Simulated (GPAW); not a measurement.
Crystal: AlN.

```
CELL_PARAMETERS angstrom
3.11000 0.00000 0.00000
-1.55500 2.69334 0.00000
0.00000 0.00000 4.98000
ATOMIC_POSITIONS crystal
Al 0.66667 0.33333 0.00000
Al 0.33333 0.66667 0.50000
N 0.66667 0.33333 0.38200
N 0.33333 0.66667 0.88200
```

Base run:

| Property | Result |
| --- | --- |
| Program | GPAW 26.7.0 |
| Functional | LDA |
| Potentials or basis | the program's PAW data sets (release 1.2.1) made for this functional |
| Cutoff | 800 eV |
| Basis | pw |
| k mesh | 7 × 7 × 4 |
| Occupations | fermi-dirac, width 0.05 eV |
| Spin | no spin polarisation |

Its results: band gap on the k mesh 4.27 eV, direct.

Question: The run is repeated on the same cell with these changes: functional from LDA to GLLB-SC. What comes out?

Answer: Band gap on the k mesh, kohn-sham part alone 4.66 eV, direct.

Caveats: a model potential gives levels but no total energy (some runs); an odd mesh through Γ misses points on the zone boundary, where band edges often lie (some runs).

Not every run made on this cell is shown here.
